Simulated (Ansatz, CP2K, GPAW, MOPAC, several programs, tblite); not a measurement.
**InSb from cheap methods to r2SCAN**

Aim: run InSb through methods of unlike cost and see what each gets, and at what price.

Computed with MOPAC, tblite, CP2K, GPAW, Ansatz (versions at each run) (no spin polarisation, static lattice; gaps from single points on the cell relaxed beforehand with r²SCAN, unless a step's input says otherwise).

## Step 1: Starting point

It takes space group F-43m (No. 216, cubic). Conventional cell: a = 6.559 Å, b = 6.559 Å, c = 6.559 Å, α = 90.00°, β = 90.00°, γ = 90.00°. Around In (site symmetry -43m) lie 4 Sb at 2.84 Å. Sb (site symmetry -43m) has 4 In at 2.84 Å as nearest neighbours.

Coordinates:

```
CELL_PARAMETERS angstrom
0.00000 3.27951 3.27951
3.27951 0.00000 3.27951
3.27951 3.27951 0.00000
ATOMIC_POSITIONS crystal
In 0.00000 0.00000 0.00000
Sb 0.25000 0.25000 0.25000
```

The structure type (zincblende) is imposed and need not be the compound's stable one.

**Question.** The methods are PM6, PM7, GFN2-xTB (tblite), PBE/DZVP, PBE/single-zeta, PBE/SZV, coarse PBE, PBE, r2SCAN. What gap does r2SCAN give on this cell, and which other methods (full PBE left aside) come nearest to r2SCAN and farthest in gap, volume and bulk modulus?

| quantity | value |
| --- | --- |
| r2SCAN | gap 0.01 eV, 35.27 Å³/atom, B₀ 42 GPa |
| gap: nearest and farthest of the other methods | GFN2-xTB (tblite), PBE/DZVP, PBE/single-zeta, PBE/SZV, coarse PBE (about 0.01 eV off); PM6 (+6.07 eV) |
| volume: nearest and farthest of the other methods | PBE/DZVP (+4.9 %), PM7 (-11.1 %) |
| bulk modulus: nearest and farthest of the other methods | PBE/SZV (-5 %), PM7 (+109 %) |

**Reading.** For the gap (full PBE left aside), GFN2-xTB (tblite), PBE/DZVP, PBE/single-zeta, PBE/SZV, coarse PBE tie for nearest to r2SCAN; PM6 is farthest. For the volume, of the 3 methods compared (full PBE left aside), PBE/DZVP comes nearest to r2SCAN and PM7 is farthest. Among the 3 methods compared for the bulk modulus (full PBE left aside), PBE/SZV is nearest to r2SCAN and PM7 farthest. A minimal basis or a coarse cutoff and mesh shifts results by its own error, so closeness to r2SCAN can be chance. Cluster runs see only the k-points that fold onto the zone centre, so their gaps can miss the band edges. No volume is given for PM6, GFN2-xTB (tblite), PBE/single-zeta, coarse PBE, which can hide a larger miss. CPU times run from 1.2 s (coarse PBE) to 25 s (PBE/DZVP). On this cell PBE/DZVP cost more than r2SCAN itself (7.8 s), so it is no saving here. r2SCAN is a yardstick, not the truth. Spin-orbit coupling is left out throughout, and with elements this heavy it can close so small a gap.
